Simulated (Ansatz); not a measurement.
# ClH4NSi + HCl: a complex and its separated parts, part 2 of 3

Ansatz 0.2.0, Gaussian basis. The steps go on from the part before.

## 10. B3LYP-D4/def2-TZVPP

The inputs:

parta/in.yaml

```yaml
crystal:
  periodic: [false, false, false]
  atoms:
    - {symbol: Si, position_ang: [-0.454671, 0.177647, -0.982161]}
    - {symbol: N, position_ang: [-0.078609, -0.682030, 0.436416]}
    - {symbol: H, position_ang: [-1.199401, 1.397381, -0.604929]}
    - {symbol: H, position_ang: [0.803804, 0.459743, -1.704198]}
    - {symbol: Cl, position_ang: [-1.664795, -0.827198, -2.330317]}
    - {symbol: H, position_ang: [0.570157, -1.452320, 0.408224]}
    - {symbol: H, position_ang: [-0.778050, -0.821252, 1.148056]}
basis:
  gaussian: {orbitals: def2-TZVPP}
hamiltonian: {xc: {name: B3LYP}, dispersion: d4}
```

partb/in.yaml

```yaml
crystal:
  periodic: [false, false, false]
  atoms:
    - {symbol: H, position_ang: [1.030392, 0.481697, 1.471365]}
    - {symbol: Cl, position_ang: [1.771174, 1.266432, 2.157545]}
basis:
  gaussian: {orbitals: def2-TZVPP}
hamiltonian: {xc: {name: B3LYP}, dispersion: d4}
```

Each run has its own folder and the same command.

On the command line:

```
> ansatz run in.yaml --threads 4 --pin off --events-out ev --progress --plain --max-ram 9574MiB
```

parta printed, shortened:

```text
Functional definition: B3LYP
  name "B3LYP"
  cite "Stephens, Devlin, Chabalowski & Frisch, J. Phys. Chem. 98, 11623 (1994) doi:10.1021/j100096a001"
  cite "Becke, Phys. Rev. A 38, 3098 (1988) doi:10.1103/PhysRevA.38.3098"
  cite "Lee, Yang & Parr, Phys. Rev. B 37, 785 (1988) doi:10.1103/PhysRevB.37.785"
  cite "Vosko, Wilk & Nusair, Can. J. Phys. 58, 1200 (1980) doi:10.1139/p80-159"
[...]
995 factors; their error is unknown
[...]
mean field -21960.16236111 eV, -807.0210816381 hartree, gradient 1.3e-5 eV, S^2 0.000000; 0 other end points of the search recorded, 0 dependent functions left out
reference -21960.16260256 eV, -807.0210905114 hartree; 21, 21 occupied and 150, 150 virtual orbitals, 995 factors
Total energy: -21960.37255077 eV, -807.0288059656 hartree
```

Output in partb, shortened:

```text
Functional definition: B3LYP
  name "B3LYP"
  cite "Stephens, Devlin, Chabalowski & Frisch, J. Phys. Chem. 98, 11623 (1994) doi:10.1021/j100096a001"
  cite "Becke, Phys. Rev. A 38, 3098 (1988) doi:10.1103/PhysRevA.38.3098"
  cite "Lee, Yang & Parr, Phys. Rev. B 37, 785 (1988) doi:10.1103/PhysRevB.37.785"
  cite "Vosko, Wilk & Nusair, Can. J. Phys. 58, 1200 (1980) doi:10.1139/p80-159"
[...]
372 factors; their error is unknown
[...]
mean field -12539.99363117 eV, -460.8362660327 hartree, gradient 4.5e-5 eV, S^2 0.000000; 0 other end points of the search recorded, 0 dependent functions left out
reference -12539.99378323 eV, -460.8362716206 hartree; 9, 9 occupied and 47, 47 virtual orbitals, 372 factors
Total energy: -12540.00296979 eV, -460.8366092205 hartree
```

They took 1.3 s (parta), 0.15 s (partb) on 4 threads of Arm Neoverse V1, shared host.

## 11. r2SCAN0-D4/def2-TZVPP

Each input of step 10 (parta, partb) changes in the same lines:

```diff
-hamiltonian: {xc: {name: B3LYP}, dispersion: d4}
+hamiltonian: {xc: {name: r2SCAN0}, dispersion: d4}
```

Each run has its own folder and the same command.

On the command line:

```
> ansatz run in.yaml --threads 4 --pin off --events-out ev --progress --plain --max-ram 9574MiB
```

parta printed, shortened:

```text
Functional definition: r2SCAN0
  name "r2SCAN0"
  cite "Bursch, Neugebauer, Ehlert & Grimme, J. Chem. Phys. 156, 134105 (2022) doi:10.1063/5.0086040"
  cite "Furness, Kaplan, Ning, Perdew & Sun, J. Phys. Chem. Lett. 11, 8208 (2020) doi:10.1021/acs.jpclett.0c02405"
  cite "Furness, Kaplan, Ning, Perdew & Sun, J. Phys. Chem. Lett. 11, 9248 (2020) doi:10.1021/acs.jpclett.0c03077"
  parent r2scan
[...]
1007 factors; their error is unknown
[...]
mean field -21956.30733979 eV, -806.8794122175 hartree, gradient 3.9e-5 eV, S^2 0.000000; 0 other end points of the search recorded, 0 dependent functions left out
reference -21956.30734801 eV, -806.8794125197 hartree; 21, 21 occupied and 150, 150 virtual orbitals, 1007 factors
Total energy: -21956.34246089 eV, -806.8807028944 hartree
```

partb printed, shortened:

```text
Functional definition: r2SCAN0
  name "r2SCAN0"
  cite "Bursch, Neugebauer, Ehlert & Grimme, J. Chem. Phys. 156, 134105 (2022) doi:10.1063/5.0086040"
  cite "Furness, Kaplan, Ning, Perdew & Sun, J. Phys. Chem. Lett. 11, 8208 (2020) doi:10.1021/acs.jpclett.0c02405"
  cite "Furness, Kaplan, Ning, Perdew & Sun, J. Phys. Chem. Lett. 11, 9248 (2020) doi:10.1021/acs.jpclett.0c03077"
  parent r2scan
[...]
384 factors; their error is unknown
[...]
mean field -12538.53747844 eV, -460.7827534067 hartree, gradient 4.5e-6 eV, S^2 0.000000; 0 other end points of the search recorded, 0 dependent functions left out
reference -12538.53748269 eV, -460.7827535630 hartree; 9, 9 occupied and 47, 47 virtual orbitals, 384 factors
Total energy: -12538.53893621 eV, -460.7828069787 hartree
```

Wall times: 2.4 s (parta), 0.45 s (partb) on 4 threads of Arm Neoverse V1, shared host.

## 12. BHLYP-D4/def2-TZVPP

The same edit goes into each in.yaml of step 11 (parta, partb):

```diff
-hamiltonian: {xc: {name: r2SCAN0}, dispersion: d4}
+hamiltonian: {xc: {name: BHLYP}, dispersion: d4}
```

Each run has its own folder and the same command.

On the command line:

```
> ansatz run in.yaml --threads 4 --pin off --events-out ev --progress --plain --max-ram 9574MiB
```

parta printed, shortened:

```text
Functional definition: BHLYP
  name "BHLYP"
  cite "Becke, J. Chem. Phys. 98, 1372 (1993) doi:10.1063/1.464304"
  cite "Becke, Phys. Rev. A 38, 3098 (1988) doi:10.1103/PhysRevA.38.3098"
  cite "Lee, Yang & Parr, Phys. Rev. B 37, 785 (1988) doi:10.1103/PhysRevB.37.785"
[...]
1059 factors; their error is unknown
[...]
mean field -21958.23992095 eV, -806.9504332652 hartree, gradient 2.8e-5 eV, S^2 0.000000; 0 other end points of the search recorded, 0 dependent functions left out
reference -21958.24008627 eV, -806.9504393408 hartree; 21, 21 occupied and 150, 150 virtual orbitals, 1059 factors
Total energy: -21958.40409691 eV, -806.9564666204 hartree
```

Log of partb, shortened:

```text
Functional definition: BHLYP
  name "BHLYP"
  cite "Becke, J. Chem. Phys. 98, 1372 (1993) doi:10.1063/1.464304"
  cite "Becke, Phys. Rev. A 38, 3098 (1988) doi:10.1103/PhysRevA.38.3098"
  cite "Lee, Yang & Parr, Phys. Rev. B 37, 785 (1988) doi:10.1103/PhysRevB.37.785"
[...]
403 factors; their error is unknown
[...]
mean field -12539.47116184 eV, -460.8170656389 hartree, gradient 2.7e-5 eV, S^2 0.000000; 0 other end points of the search recorded, 0 dependent functions left out
reference -12539.47126534 eV, -460.8170694424 hartree; 9, 9 occupied and 47, 47 virtual orbitals, 403 factors
Total energy: -12539.47731172 eV, -460.8172916425 hartree
```

Wall times: 1.2 s (parta), 0.15 s (partb) on 4 threads of Arm Neoverse V1, shared host.

## 13. CAM-B3LYP-D4/def2-TZVPP

Each input of step 12 (parta, partb) changes in the same lines:

```diff
-hamiltonian: {xc: {name: BHLYP}, dispersion: d4}
+hamiltonian: {xc: {name: CAM-B3LYP}, dispersion: d4}
```

Each run has its own folder and the same command.

On the command line:

```
> ansatz run in.yaml --threads 4 --pin off --events-out ev --progress --plain --max-ram 9574MiB
```

Log of parta, shortened:

```text
Functional definition: CAM-B3LYP
  name "CAM-B3LYP"
  cite "Yanai, Tew & Handy, Chem. Phys. Lett. 393, 51 (2004) doi:10.1016/j.cplett.2004.06.011"
  cite "Iikura, Tsuneda, Yanai & Hirao, J. Chem. Phys. 115, 3540 (2001) doi:10.1063/1.1383587"
  cite "Becke, Phys. Rev. A 38, 3098 (1988) doi:10.1103/PhysRevA.38.3098"
  cite "Lee, Yang & Parr, Phys. Rev. B 37, 785 (1988) doi:10.1103/PhysRevB.37.785"
[...]
  # Exact exchange under (alpha + beta erf(omega r))/r, Becke's under what is left of 1/r.
[...]
995 factors; their error is unknown
230 factors; integrals over basis functions are off by at most 1.4e-5 eV
[...]
mean field -21958.97843163 eV, -806.9775730324 hartree, gradient 2.1e-5 eV, S^2 0.000000; 0 other end points of the search recorded, 0 dependent functions left out
reference -21958.97854913 eV, -806.9775773504 hartree; 21, 21 occupied and 150, 150 virtual orbitals, 995 factors
Total energy: -21959.08818820 eV, -806.9816065118 hartree
```

Output in partb, shortened:

```text
Functional definition: CAM-B3LYP
  name "CAM-B3LYP"
  cite "Yanai, Tew & Handy, Chem. Phys. Lett. 393, 51 (2004) doi:10.1016/j.cplett.2004.06.011"
  cite "Iikura, Tsuneda, Yanai & Hirao, J. Chem. Phys. 115, 3540 (2001) doi:10.1063/1.1383587"
  cite "Becke, Phys. Rev. A 38, 3098 (1988) doi:10.1103/PhysRevA.38.3098"
  cite "Lee, Yang & Parr, Phys. Rev. B 37, 785 (1988) doi:10.1103/PhysRevB.37.785"
[...]
  # Exact exchange under (alpha + beta erf(omega r))/r, Becke's under what is left of 1/r.
[...]
372 factors; their error is unknown
66 factors; integrals over basis functions are off by at most 7.5e-5 eV
[...]
mean field -12539.88294111 eV, -460.8321982478 hartree, gradient 2.6e-5 eV, S^2 0.000000; 0 other end points of the search recorded, 0 dependent functions left out
reference -12539.88301538 eV, -460.8322009773 hartree; 9, 9 occupied and 47, 47 virtual orbitals, 372 factors
Total energy: -12539.88749699 eV, -460.8323656733 hartree
```

They took 1.4 s (parta), 0.2 s (partb) on 4 threads of Arm Neoverse V1, shared host.

## 14. wB97X-V/def2-TZVPP

Each input of step 13 (parta, partb) changes in the same lines:

```diff
-hamiltonian: {xc: {name: CAM-B3LYP}, dispersion: d4}
+hamiltonian: {xc: {name: wB97X-V}}
```

The same command starts each run, in its folder.

On the command line:

```
> ansatz run in.yaml --threads 4 --pin off --events-out ev --progress --plain --max-ram 9574MiB
```

Output in parta, shortened:

```text
Functional definition: wB97X-V
  name "wB97X-V"
  cite "Mardirossian & Head-Gordon, Phys. Chem. Chem. Phys. 16, 9904 (2014) doi:10.1039/C3CP54374A"
  cite "Becke, J. Chem. Phys. 107, 8554 (1997) doi:10.1063/1.475007"
  cite "Vydrov & Van Voorhis, J. Chem. Phys. 133, 244103 (2010) doi:10.1063/1.3521275"
[...]
      + integral(e_c_pw_opposite_spin*poly(b97_u_opposite, cos0, cos1)) + vv10(b, c)
992 factors; their error is unknown
205 factors; integrals over basis functions are off by at most 3.9e-5 eV
[...]
mean field -21955.48413918 eV, -806.8491601533 hartree, gradient 7.7e-5 eV, S^2 0.000000; 0 other end points of the search recorded, 0 dependent functions left out
reference -21955.48413742 eV, -806.8491600887 hartree; 21, 21 occupied and 150, 150 virtual orbitals, 992 factors
Total energy: -21955.48413742 eV, -806.8491600887 hartree
```

Output in partb, shortened:

```text
Functional definition: wB97X-V
  name "wB97X-V"
  cite "Mardirossian & Head-Gordon, Phys. Chem. Chem. Phys. 16, 9904 (2014) doi:10.1039/C3CP54374A"
  cite "Becke, J. Chem. Phys. 107, 8554 (1997) doi:10.1063/1.475007"
  cite "Vydrov & Van Voorhis, J. Chem. Phys. 133, 244103 (2010) doi:10.1063/1.3521275"
[...]
      + integral(e_c_pw_opposite_spin*poly(b97_u_opposite, cos0, cos1)) + vv10(b, c)
369 factors; their error is unknown
61 factors; integrals over basis functions are off by at most 9.0e-5 eV
[...]
mean field -12537.61273097 eV, -460.7487695639 hartree, gradient 5.7e-5 eV, S^2 0.000000; 0 other end points of the search recorded, 0 dependent functions left out
reference -12537.61273002 eV, -460.7487695290 hartree; 9, 9 occupied and 47, 47 virtual orbitals, 369 factors
Total energy: -12537.61273002 eV, -460.7487695290 hartree
```

They took 3.3 s (parta), 0.4 s (partb) on 4 threads of Arm Neoverse V1, shared host.

## 15. wB97M-V/def2-TZVPP

The same edit goes into each in.yaml of step 14 (parta, partb):

```diff
-hamiltonian: {xc: {name: wB97X-V}}
+hamiltonian: {xc: {name: wB97M-V}}
```

Each run has its own folder and the same command.

On the command line:

```
> ansatz run in.yaml --threads 4 --pin off --events-out ev --progress --plain --max-ram 9574MiB
```

Output in parta, shortened:

```text
Functional definition: wB97M-V
  name "wB97M-V"
  cite "Mardirossian & Head-Gordon, J. Chem. Phys. 144, 214110 (2016) doi:10.1063/1.4952647"
  cite "Becke, J. Chem. Phys. 107, 8554 (1997) doi:10.1063/1.475007"
  cite "Vydrov & Van Voorhis, J. Chem. Phys. 133, 244103 (2010) doi:10.1063/1.3521275"
  # Of w^i u^j: cxij and so on, Table III.
[...]
  gx(w, u) = 1 - cx + cx01*u + cx10*w
[...]
      + integral(e_c_pw_mod_opposite_spin*gos(b97_w_opposite, b97_u_opposite)) + vv10(b, c)
992 factors; their error is unknown
205 factors; integrals over basis functions are off by at most 3.9e-5 eV
[...]
mean field -21957.13664967 eV, -806.9098887937 hartree, gradient 8.2e-5 eV, S^2 0.000000; 0 other end points of the search recorded, 0 dependent functions left out
reference -21957.13669242 eV, -806.9098903648 hartree; 21, 21 occupied and 150, 150 virtual orbitals, 992 factors
Total energy: -21957.13669242 eV, -806.9098903648 hartree
```

Output in partb, shortened:

```text
Functional definition: wB97M-V
  name "wB97M-V"
  cite "Mardirossian & Head-Gordon, J. Chem. Phys. 144, 214110 (2016) doi:10.1063/1.4952647"
  cite "Becke, J. Chem. Phys. 107, 8554 (1997) doi:10.1063/1.475007"
  cite "Vydrov & Van Voorhis, J. Chem. Phys. 133, 244103 (2010) doi:10.1063/1.3521275"
  # Of w^i u^j: cxij and so on, Table III.
[...]
  gx(w, u) = 1 - cx + cx01*u + cx10*w
[...]
      + integral(e_c_pw_mod_opposite_spin*gos(b97_w_opposite, b97_u_opposite)) + vv10(b, c)
369 factors; their error is unknown
61 factors; integrals over basis functions are off by at most 9.0e-5 eV
[...]
mean field -12538.73839086 eV, -460.7901368018 hartree, gradient 5.6e-5 eV, S^2 0.000000; 0 other end points of the search recorded, 0 dependent functions left out
reference -12538.73841390 eV, -460.7901376487 hartree; 9, 9 occupied and 47, 47 virtual orbitals, 369 factors
Total energy: -12538.73841390 eV, -460.7901376487 hartree
```

They took 3.7 s (parta), 0.4 s (partb) on 4 threads of Arm Neoverse V1, shared host.

## 16. B2PLYP/def2-TZVPP

The same edit goes into each in.yaml of step 15 (parta, partb):

```diff
-hamiltonian: {xc: {name: wB97M-V}}
+hamiltonian: {xc: {name: B2PLYP}}
```

Each run has its own folder and the same command.

On the command line:

```
> ansatz run in.yaml --threads 4 --pin off --events-out ev --progress --plain --max-ram 9574MiB
```

Output in parta, shortened:

```text
Functional definition: B2PLYP
  name "B2PLYP"
  cite "Grimme, J. Chem. Phys. 124, 034108 (2006) doi:10.1063/1.2148954"
  cite "Becke, Phys. Rev. A 38, 3098 (1988) doi:10.1103/PhysRevA.38.3098"
  cite "Lee, Yang & Parr, Phys. Rev. B 37, 785 (1988) doi:10.1103/PhysRevB.37.785"
[...]
988 factors; integrals over basis functions are off by at most 8.1e-4 eV
[...]
mean field -21946.32566644 eV, -806.5125924880 hartree, gradient 7.5e-6 eV, S^2 0.000000; 0 other end points of the search recorded, 0 dependent functions left out
11 core orbitals not correlated: weight in the atoms' cores, before any rotation towards them, 1.000 or more for the frozen orbitals, at most 0.000 for the correlated occupied ones
reference -21946.32582077 eV, -806.5125981595 hartree; 10, 10 occupied and 150, 150 virtual orbitals, 988 factors
second order -17.48598690 eV of doubles, -0.00000000 eV of singles
Total energy: -21951.04703724 eV, -806.6860996644 hartree
```

partb printed, shortened:

```text
Functional definition: B2PLYP
  name "B2PLYP"
  cite "Grimme, J. Chem. Phys. 124, 034108 (2006) doi:10.1063/1.2148954"
  cite "Becke, Phys. Rev. A 38, 3098 (1988) doi:10.1103/PhysRevA.38.3098"
  cite "Lee, Yang & Parr, Phys. Rev. B 37, 785 (1988) doi:10.1103/PhysRevB.37.785"
[...]
322 factors; integrals over basis functions are off by at most 1.4e-3 eV
[...]
mean field -12534.13736216 eV, -460.6210521159 hartree, gradient 9.7e-6 eV, S^2 0.000000; 0 other end points of the search recorded, 0 dependent functions left out
5 core orbitals not correlated: weight in the atoms' cores, before any rotation towards them, 1.000 or more for the frozen orbitals, at most 0.000 for the correlated occupied ones
reference -12534.13745892 eV, -460.6210556717 hartree; 4, 4 occupied and 47, 47 virtual orbitals, 322 factors
second order -6.68491824 eV of doubles, -0.00000000 eV of singles
Total energy: -12535.94238684 eV, -460.6873855494 hartree
```

Times: 1.9 s (parta), 0.2 s (partb) on 4 threads of Arm Neoverse V1, shared host.

## 17. PBE-QIDH/def2-TZVPP

Each input of step 16 (parta, partb) changes in the same lines:

```diff
-hamiltonian: {xc: {name: B2PLYP}}
+hamiltonian: {xc: {name: PBE-QIDH}}
```

Each run has its own folder and the same command.

On the command line:

```
> ansatz run in.yaml --threads 4 --pin off --events-out ev --progress --plain --max-ram 9574MiB
```

Log of parta, shortened:

```text
Functional definition: PBE-QIDH
  name "PBE-QIDH"
  cite "Brémond, Sancho-García, Pérez-Jiménez & Adamo, J. Chem. Phys. 141, 031101 (2014) doi:10.1063/1.4890314"
  cite "Perdew, Burke & Ernzerhof, Phys. Rev. Lett. 77, 3865 (1996) doi:10.1103/PhysRevLett.77.3865"
[...]
988 factors; integrals over basis functions are off by at most 8.1e-4 eV
[...]
mean field -21939.70772312 eV, -806.2693875568 hartree, gradient 1.9e-6 eV, S^2 0.000000; 0 other end points of the search recorded, 0 dependent functions left out
11 core orbitals not correlated: weight in the atoms' cores, before any rotation towards them, 1.000 or more for the frozen orbitals, at most 0.000 for the correlated occupied ones
reference -21939.70773457 eV, -806.2693879774 hartree; 10, 10 occupied and 150, 150 virtual orbitals, 988 factors
second order -16.25129041 eV of doubles, -0.00000000 eV of singles
Total energy: -21945.12483137 eV, -806.4684626131 hartree
```

Output in partb, shortened:

```text
Functional definition: PBE-QIDH
  name "PBE-QIDH"
  cite "Brémond, Sancho-García, Pérez-Jiménez & Adamo, J. Chem. Phys. 141, 031101 (2014) doi:10.1063/1.4890314"
  cite "Perdew, Burke & Ernzerhof, Phys. Rev. Lett. 77, 3865 (1996) doi:10.1103/PhysRevLett.77.3865"
[...]
322 factors; integrals over basis functions are off by at most 1.4e-3 eV
[...]
mean field -12531.03296737 eV, -460.5069677115 hartree, gradient 2.3e-6 eV, S^2 0.000000; 0 other end points of the search recorded, 0 dependent functions left out
5 core orbitals not correlated: weight in the atoms' cores, before any rotation towards them, 1.000 or more for the frozen orbitals, at most 0.000 for the correlated occupied ones
reference -12531.03297374 eV, -460.5069679456 hartree; 4, 4 occupied and 47, 47 virtual orbitals, 322 factors
second order -6.22514975 eV of doubles, -0.00000000 eV of singles
Total energy: -12533.10802365 eV, -460.5832246234 hartree
```

Wall times: 2 s (parta), 0.2 s (partb) on 4 threads of Arm Neoverse V1, shared host.

(Continued in part 3 of 3.)
